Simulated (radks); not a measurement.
# Fractional charge and spin in the 5s shell of terbium

An exercise on one series of results from a longer session: the logs are not shown, and one member is left open.

Method: scalar-relativistic Kohn-Sham, r2SCAN, spin-polarised, spherical densities, finite nucleus. Code: radks (a radial shooting solver on a logarithmic mesh, Libxc functionals) version 1.

## Starting point

| Property | Result |
| --- | --- |
| element | terbium (Z = 65) |
| configuration | [Kr] 4d10 4f(up 4.5, down 4.5) 5p6 5s(up 1, down 1) |
| nuclear rms radius | 5.06 fm |

A shell typed twice in an input gives spin up, then spin down.

The first run:

Settings of this run:

```text
Z 65
configuration [Kr] 4d10 4f4.5 4f4.5 5p6 5s1 5s1
relativity scalar-relativistic
functional r2scan,r2scan
spin polarised
nucleus finite rms 5.06 fm
c 137.035999084
```

Among the steps run: 5s: up 1, down 1.

One of the session's tables, all rows but one given; the rest of the session is left out.

It belongs to the step «5s: up 1, down 1». Sizes of the orbitals, from the radial functions (bohr):

```
level     <r>  outermost maximum (interpolated)  90 % within  nodes
   3p  0.2378                             0.216        0.356      1
   3d  0.2165                             0.177        0.337      0
   4s  0.5418                             0.505        0.778      3
   4p  0.5737                             0.527        0.834      2
   4d  0.6243                             0.547        0.938      1
   5s   1.330                              1.19         1.92      4
   5p   1.556                              1.35         2.28      3
   4f       ?                                 ?            ?      ?
```

Q: Estimate the row for 4f from the others.

The run gave: <r>: 0.8905; outermost maximum (interpolated): 0.556; 90 % within: 1.56; nodes: 0. In the column «<r>» it lies between 4d (0.6243) and 5s (1.330).
